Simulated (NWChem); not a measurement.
**One shape, several levels: C3H7I (SMILES CCCI)**

Aim: a comparison of 6 runs (B3LYP/def2-SVP, revPBE/def2-SVP, BLYP/def2-SVP, PBE0/def2-SVP, TPSS/def2-SVP, r2SCAN/def2-SVP) of C3H7I. 

The results are computed with NWChem 7.3.0.

1 further run of the same task is left out (set aside as unsound or not needed).

### 1 Starting point

C3H7I: 11 atoms, total charge 0, spin state singlet. SMILES: `CCCI`. The shape is that of a PBE0-D4/def2-TZVP optimisation. This is one conformer, not always the lowest.

Bond lengths: C1–C2 1.517 Å, C2–C3 1.510 Å, C3–I4 2.153 Å, C1–H5 1.092 Å, C1–H6 1.092 Å, C1–H7 1.094 Å, C2–H8 1.094 Å, C2–H9 1.098 Å, C3–H10 1.089 Å, C3–H11 1.087 Å. Some angles: C1–C2–C3 114.5°, C2–C3–I4 113.1°, C1–C2–H8 110.4°, C1–C2–H9 109.5°, C3–C2–H8 109.5°, C3–C2–H9 106.4°, C2–C1–H5 110.9°, C2–C1–H6 111.1°, C2–C1–H7 111.1°, C2–C3–H10 112.4°.

### 2 Energy and forces at B3LYP/def2-SVP (core potential) (run 1)

run.py reads:

```python
from ase import Atoms
from ase.calculators.nwchem import NWChem

system = Atoms(['C', 'C', 'C', 'I', 'H', 'H', 'H', 'H', 'H', 'H', 'H'], positions=[
    [-0.125200, 1.299500, -0.133500],
    [0.263600, -0.096100, -0.582400],
    [0.133400, -1.155500, 0.486200],
    [-1.903200, -1.498100, 1.094200],
    [0.037200, 2.024800, -0.933000],
    [-1.178800, 1.342200, 0.150800],
    [0.467000, 1.614400, 0.730200],
    [-0.318100, -0.389200, -1.461100],
    [1.316300, -0.099900, -0.895100],
    [0.654300, -0.885400, 1.403800],
    [0.478900, -2.129600, 0.148100],
])

calc = NWChem(
    label='test',
    theory='dft',
    memory='2200 mb',
    basis='def2-SVP',
    basispar='spherical bse',
    dft={'xc': 'b3lyp', 'mult': '1', 'grid': 'fine', 'convergence': 'energy 1e-08', 'iterations': '100', 'mulliken': None, 'print': 'low'},
    **{'ecp bse': {'I library': 'def2-SVP'}},
)
system.calc = calc

forces = system.get_forces()
print("Total energy (eV):", round(system.get_potential_energy(), 6))
print("forces (eV/A):")
for s, f in zip(system.symbols, forces):
    print(f"{s:2s} {f[0]:10.5f} {f[1]:10.5f} {f[2]:10.5f}")
```

On the command line:

```console
$ export ASE_NWCHEM_COMMAND="nwchem PREFIX.nwi > PREFIX.nwo"
$ python run.py
```

Output:

```text
Total energy (eV): -11326.623654
forces (eV/A):
C     0.03445    0.00658   -0.06916
C     0.04314    0.05507    0.06469
C     0.14367    0.04021   -0.11745
I    -0.62025   -0.18826    0.23464
H     0.04289    0.23788   -0.22734
H    -0.28894    0.04474    0.07816
H     0.16563    0.11601    0.24971
H    -0.14141   -0.08526   -0.27027
H     0.28051   -0.00283   -0.10552
H     0.19443    0.06155    0.25526
H     0.14594   -0.28575   -0.09266
```

The calculator wrote test.nwi:

```
title "test"

permanent_dir test

scratch_dir test

start test

geometry units angstrom nocenter noautosym noautoz
  C  -1.2520000000000001e-01 1.2995000000000001e+00 -1.3350000000000001e-01
  C  2.6360000000000000e-01 -9.6100000000000005e-02 -5.8240000000000003e-01
  C  1.3339999999999999e-01 -1.1555000000000000e+00 4.8620000000000002e-01
  I  -1.9032000000000000e+00 -1.4981000000000000e+00 1.0942000000000001e+00
  H  3.7199999999999997e-02 2.0247999999999999e+00 -9.3300000000000005e-01
  H  -1.1788000000000001e+00 1.3422000000000001e+00 1.5079999999999999e-01
  H  4.6700000000000003e-01 1.6144000000000001e+00 7.3019999999999996e-01
  H  -3.1809999999999999e-01 -3.8919999999999999e-01 -1.4611000000000001e+00
  H  1.3163000000000000e+00 -9.9900000000000003e-02 -8.9510000000000001e-01
  H  6.5429999999999999e-01 -8.8539999999999996e-01 1.4037999999999999e+00
  H  4.7889999999999999e-01 -2.1295999999999999e+00 1.4810000000000001e-01
end

memory 2200 mb

basis spherical bse noprint
   * library def2-SVP
end

dft
  xc b3lyp
  mult 1
  grid fine
  convergence energy 1e-08
  iterations 100
  mulliken
  print low
end
ecp bse
  I library def2-SVP
end

task dft gradient
```

test.nwo:

```text
Northwest Computational Chemistry Package (NWChem) 7.3.0
             --------------------------------------------------------

           Job information
           ---------------

    nwchem branch   = 7.3.0
    use scalapack   = T
    input           = test.nwi
    prefix          = test.
    data base       = test/test.db
    status          = startup
    nproc           =        1

           Memory information
           ------------------

[... 5 lines left out ...]
    hardfail = no
[... 38 lines left out ...]
            Nuclear Dipole moment (a.u.)
[... 97 lines left out ...]
         Total DFT energy =     -416.245745230518
[... 1 line left out ...]
           Coulomb energy =      487.780108101315
[... 1 line left out ...]
 Nuclear repulsion energy =      189.033431880417
[... 29 lines left out ...]
                         DFT ENERGY GRADIENTS

    atom               coordinates                        gradient
                 x          y          z           x          y          z
   1 C      -0.236594   2.455699  -0.252278   -0.000670  -0.000128   0.001345
   2 C       0.498132  -0.181603  -1.100576   -0.000839  -0.001071  -0.001258
   3 C       0.252089  -2.183578   0.918785   -0.002794  -0.000782   0.002284
[... 7 lines of this table left out ...]
  11 H       0.904990  -4.024360   0.279868   -0.002838   0.005557   0.001802

 Task  times  cpu:       24.7s     wall:       24.7s
 Total times  cpu:       24.7s     wall:       24.7s
```

It took 26 s on 1 thread of Intel Xeon Platinum 8559C (Emerald Rapids), shared host; peak memory 0.13 GiB.

### 3 Energy and forces at revPBE/def2-SVP (core potential) (run 2)

nw.nw reads:

```
start nw
title "C3H7I"
memory stack 880 mb heap 220 mb global 1100 mb

geometry units angstroms noautosym nocenter noautoz
   C    -0.125200    1.299500   -0.133500
   C     0.263600   -0.096100   -0.582400
   C     0.133400   -1.155500    0.486200
   I    -1.903200   -1.498100    1.094200
   H     0.037200    2.024800   -0.933000
   H    -1.178800    1.342200    0.150800
   H     0.467000    1.614400    0.730200
   H    -0.318100   -0.389200   -1.461100
   H     1.316300   -0.099900   -0.895100
   H     0.654300   -0.885400    1.403800
   H     0.478900   -2.129600    0.148100
end

basis spherical bse
   * library def2-SVP
end

ecp bse
   I library def2-SVP
end

dft
   xc revpbe cpbe96
   grid fine
   convergence energy 1e-08
   maxiter 100
   mulliken
   print low
end

task dft gradient
```

On the command line:

```console
$ nwchem nw.nw > nw.out
```

Output:

```text
[...]
 d= 0,ls=0.0,diis     1   -416.1074740456 -6.05D+02  9.90D-03  3.44D-01     3.3
[...]
 d= 0,ls=0.0,diis     8   -416.1501366648 -5.74D-10  4.73D-06  2.14D-07    21.7
         Total DFT energy =     -416.150136664771
      One electron energy =    -1051.845464980657
           Coulomb energy =      487.779671463461
    Exchange-Corr. energy =      -41.117775027992
 Nuclear repulsion energy =      189.033431880417
[...]
                         DFT ENERGY GRADIENTS
    atom               coordinates                        gradient
                 x          y          z           x          y          z
   1 C      -0.236594   2.455699  -0.252278   -0.001568   0.000665   0.002021
   2 C       0.498132  -0.181603  -1.100576    0.000328  -0.001963  -0.003077
   3 C       0.252089  -2.183578   0.918785    0.000156  -0.001677   0.003293
   4 I      -3.596527  -2.830999   2.067738    0.013845   0.004270  -0.005338
   5 H       0.070298   3.826317  -1.763114   -0.001439  -0.008120   0.007935
   6 H      -2.227609   2.536390   0.284971    0.010552  -0.001241  -0.002865
   7 H       0.882502   3.050774   1.379878   -0.005716  -0.003958  -0.008665
   8 H      -0.601122  -0.735481  -2.761079    0.005195   0.003120   0.009649
   9 H       2.487446  -0.188784  -1.691494   -0.010334   0.000340   0.003612
  10 H       1.236448  -1.673163   2.652797   -0.006424  -0.002351  -0.009953
  11 H       0.904990  -4.024360   0.279868   -0.004594   0.010915   0.003389
[...]
```

Run time: 28 s. Hardware: 1 thread of Intel Xeon Platinum 8559C (Emerald Rapids), shared host; peak memory 0.13 GiB.

Runs 3 to 4 aren't shown in full; the table further down has their settings and results.

### 4 Energy and gradient at TPSS/def2-SVP (core potential) (run 5)

Edit run.py of step 2 so:

```diff
@@ -18,3 +18,3 @@
 calc = NWChem(
-    label='test',
+    label='m1',
     theory='dft',
@@ -23,3 +23,3 @@
     basispar='spherical bse',
-    dft={'xc': 'b3lyp', 'mult': '1', 'grid': 'fine', 'convergence': 'energy 1e-08', 'iterations': '100', 'mulliken': None, 'print': 'low'},
+    dft={'xc': 'xtpss03 ctpss03', 'mult': '1', 'grid': 'fine', 'convergence': 'energy 1e-08', 'iterations': '100', 'mulliken': None},
     **{'ecp bse': {'I library': 'def2-SVP'}},
@@ -29,3 +29,3 @@
 forces = system.get_forces()
-print("Total energy (eV):", round(system.get_potential_energy(), 6))
+print(f"energy = {system.get_potential_energy():.6f} eV")
 print("forces (eV/A):")
@@ -33 +33,2 @@
     print(f"{s:2s} {f[0]:10.5f} {f[1]:10.5f} {f[2]:10.5f}")
+print("dipole (e A):", system.get_dipole_moment().round(4))
```

On the command line:

```console
$ export ASE_NWCHEM_COMMAND="nwchem PREFIX.nwi > PREFIX.nwo"
$ python run.py
```

Output:

```text
energy = -11321.654400 eV
forces (eV/A):
C     0.03718    0.06073   -0.03985
C     0.01095    0.06464    0.00879
C     0.15380    0.02257   -0.09621
I    -0.61640   -0.15946    0.22343
H     0.05775    0.28313   -0.30092
H    -0.39898    0.01882    0.10650
H     0.21705    0.12897    0.31635
H    -0.19633   -0.10994   -0.33579
H     0.37106   -0.01152   -0.11102
H     0.21515    0.08803    0.35358
H     0.14876   -0.38587   -0.12490
dipole (e A): [ 0.3656  0.1134 -0.1506]
```

The calculator wrote m1.nwi:

```
title "m1"

permanent_dir m1

scratch_dir m1

start m1

geometry units angstrom nocenter noautosym noautoz
  C  -1.2520000000000001e-01 1.2995000000000001e+00 -1.3350000000000001e-01
  C  2.6360000000000000e-01 -9.6100000000000005e-02 -5.8240000000000003e-01
  C  1.3339999999999999e-01 -1.1555000000000000e+00 4.8620000000000002e-01
  I  -1.9032000000000000e+00 -1.4981000000000000e+00 1.0942000000000001e+00
  H  3.7199999999999997e-02 2.0247999999999999e+00 -9.3300000000000005e-01
  H  -1.1788000000000001e+00 1.3422000000000001e+00 1.5079999999999999e-01
  H  4.6700000000000003e-01 1.6144000000000001e+00 7.3019999999999996e-01
  H  -3.1809999999999999e-01 -3.8919999999999999e-01 -1.4611000000000001e+00
  H  1.3163000000000000e+00 -9.9900000000000003e-02 -8.9510000000000001e-01
  H  6.5429999999999999e-01 -8.8539999999999996e-01 1.4037999999999999e+00
  H  4.7889999999999999e-01 -2.1295999999999999e+00 1.4810000000000001e-01
end

memory 2200 mb

basis spherical bse noprint
   * library def2-SVP
end

dft
  xc xtpss03 ctpss03
  mult 1
  grid fine
  convergence energy 1e-08
  iterations 100
  mulliken
end
ecp bse
  I library def2-SVP
end

task dft gradient
```

m1.nwo:

```text
Northwest Computational Chemistry Package (NWChem) 7.3.0
             --------------------------------------------------------

           Job information
           ---------------

    nwchem branch   = 7.3.0
    use scalapack   = T
    input           = m1.nwi
    prefix          = m1.
    data base       = m1/m1.db
    status          = startup
    nproc           =        1

           Memory information
           ------------------

[... 5 lines left out ...]
    hardfail = no
[... 114 lines left out ...]
  convergence criterion.
[... 38 lines left out ...]
          Spatial weights used:  Erf1
[... 32 lines left out ...]
 1-e energy   =   -1047.712000
[... 58 lines left out ...]
           Coulomb energy =      487.638735333119
[... 805 lines left out ...]
          Convergence on density requested:  1.00D-05
[... 24 lines left out ...]
          total energy or number of iterations.
[... 36 lines left out ...]
                 ----------------------------------------
                 |  Time  |  1-e(secs)   |  2-e(secs)   |
                 ----------------------------------------
                 |  CPU   |       0.07   |       3.08   |
                 ----------------------------------------
                 |  WALL  |       0.07   |       3.08   |
                 ----------------------------------------

 Task  times  cpu:       34.7s     wall:       34.7s
 Total times  cpu:       34.7s     wall:       34.7s
```

It took 36 s on 1 thread of Intel Xeon Platinum 8559C (Emerald Rapids), shared host; peak memory 0.13 GiB.

### 5 Energy and forces at r2SCAN/def2-SVP (core potential) (run 6)

c3h7i.nw reads:

```
start c3h7i
title "C3H7I"
memory stack 880 mb heap 220 mb global 1100 mb

geometry noautosym nocenter noautoz
  C    -0.125200    1.299500   -0.133500
  C     0.263600   -0.096100   -0.582400
  C     0.133400   -1.155500    0.486200
  I    -1.903200   -1.498100    1.094200
  H     0.037200    2.024800   -0.933000
  H    -1.178800    1.342200    0.150800
  H     0.467000    1.614400    0.730200
  H    -0.318100   -0.389200   -1.461100
  H     1.316300   -0.099900   -0.895100
  H     0.654300   -0.885400    1.403800
  H     0.478900   -2.129600    0.148100
end

basis "ao basis" spherical bse
  * library def2-SVP
end

ecp bse
  I library def2-SVP
end

dft
  xc r2scan
  mult 1
  grid fine
  convergence energy 1e-08
  iterations 100
  mulliken
end

task dft gradient
```

On the command line:

```console
$ nwchem c3h7i.nw > c3h7i.out
```

Output:

```text
[...]
          Wavefunction type:  closed shell.
          No. of atoms     :    11
          No. of electrons :    50
[...]
          Charge           :     0
          Spin multiplicity:     1
[...]
          AO basis - number of functions:   103
[...]
              XC Information
              --------------
                      r^2SCAN Method XC Functional
               r^2SCAN metaGGA Exchange Functional  1.000
                     r^2SCAN Correlation Potential  1.000
[...]
 d= 0,ls=0.0,diis     1   -416.1478344753 -6.05D+02  8.40D-03  2.89D-01     3.7
[...]
 d= 0,ls=0.0,diis     8   -416.1847805537 -1.19D-09  2.82D-06  8.76D-08    25.9
         Total DFT energy =     -416.184780553651
      One electron energy =    -1051.803792615215
           Coulomb energy =      487.733134458259
    Exchange-Corr. energy =      -41.147554277112
 Nuclear repulsion energy =      189.033431880417
[...]
      Total Density - Mulliken Population Analysis
     ---------------------------------------------
    Atom       Charge   Shell Charges
 -----------   ------   -------------------------------------------------------
    1 C    6     6.07   1.99  0.90  0.16  2.11  0.88  0.03
    2 C    6     6.06   1.99  0.92  0.16  2.10  0.86  0.04
    3 C    6     6.21   1.99  0.94  0.28  2.02  0.96  0.03
    4 I   25    25.08   0.22  1.83  1.32  0.61  3.12  2.93  2.61  2.39  9.79  0.26
    5 H    1     0.96   0.74  0.19  0.03
    6 H    1     0.95   0.74  0.18  0.03
    7 H    1     0.97   0.74  0.19  0.03
    8 H    1     0.95   0.75  0.18  0.02
    9 H    1     0.95   0.75  0.18  0.03
   10 H    1     0.91   0.74  0.14  0.03
[...]
  wavefunction    = closed shell
[...]
```

It took 35 s on 1 thread of Intel Xeon Platinum 8559C (Emerald Rapids), shared host; peak memory 0.13 GiB.

### 6 All runs side by side

| run | level | energy (Eh) | largest force (eV/Å) | wall time |
| --- | --- | --- | --- | --- |
| 1 | B3LYP/def2-SVP (core potential) | -416.245745 | 0.689 | 26 s |
| 2 | revPBE/def2-SVP (core potential) | -416.150137 | 0.794 | 28 s |
| 3 | BLYP/def2-SVP (core potential) | -416.004697 | 1.051 | 28 s |
| 4 | PBE0/def2-SVP (core potential) | -416.015562 | 0.341 | 26 s |
| 5 | TPSS/def2-SVP (core potential) | -416.063129 | 0.675 | 36 s |
| 6 | r2SCAN/def2-SVP (core potential) | -416.184781 | 0.509 | 35 s |

### 7 Summary of results

```
                       quantity          value
            run 6: total energy  -416.18478 Eh
           run 6: dipole moment         2.05 D
             run 6: HOMO energy       -6.20 eV
             run 6: LUMO energy       -1.22 eV
           run 6: HOMO–LUMO gap        4.98 eV
run 6: largest force on an atom     0.509 eV/Å
```

**Reading.** Over runs 3, 4, 5, 6 the dipole moment (its size) runs from 1.82 D (BLYP/def2-SVP) to 2.05 D (r2SCAN/def2-SVP). Over runs 3, 4, 5, 6 the HOMO–LUMO gap runs from 4.43 eV (BLYP/def2-SVP) to 6.61 eV (PBE0/def2-SVP). Totals of different functionals can't be ranked against each other. All runs together took 3 min, the longest 36 s.
